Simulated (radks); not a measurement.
**Tc³⁺ in [Kr] 4d4: an all-electron calculation**

Wanted: eigenvalues, radial structure and energy terms of the technetium ion Tc3+.

Method: Dirac Kohn-Sham, BLYP, spin-unpolarised, spherical densities, point nucleus; open shells are shared between the two j in proportion to 2j + 1. Code: radks (a radial shooting solver on a logarithmic mesh, Libxc functionals) version 1.

## 1. What is computed

- element: technetium (Z = 43)
- charge: +3
- electrons: 40
- configuration: [Kr] 4d4

Outer shells as boxes (Hund's rule):

Tc³⁺
```
[Kr] core
4d [↑ ][↑ ][↑ ][↑ ][  ]
```

## 2. The calculation

Settings of this run:

```text
Z 43
configuration [Kr] 4d4 5s0 5p0
relativity Dirac
functional b88,lyp
spin unpolarised
j_filling average
nucleus point
c 137.035999084
```

Command:

```console
python run_ks.py task.json out
```

All runs below come from this command, one after another.

What does the calculation give?

As calculated:

| quantity | value |
| --- | --- |
| total energy | -4284.91876 hartree |
| exchange-correlation share of it | 2.99 % |
| −T/E | 1.0388 |
| highest occupied level | 4d5/2, -34.898 eV |
| most extended occupied level | 4d5/2, <r> = 1.53 bohr |
| radius at density 0.001 e/bohr³ | 3.29 bohr |
| maxima of the radial density | 4 |
| ionisation energy, NIST | 41 (theory) eV |

4 principal shells are occupied and 4 maxima appear in the radial density. Relativity lifts −T/E to 1.039. The top level binds by 34.898 eV, 85 % of the NIST ionisation energy of 41 eV; the potential of a semilocal functional falls off too fast, so its top eigenvalue is too shallow. Spin polarisation and multiplet splitting are left out. Sharing an open shell by 2j + 1 raises it above the true ground level by a part of the spin-orbit splitting, which enters the differences from NIST.
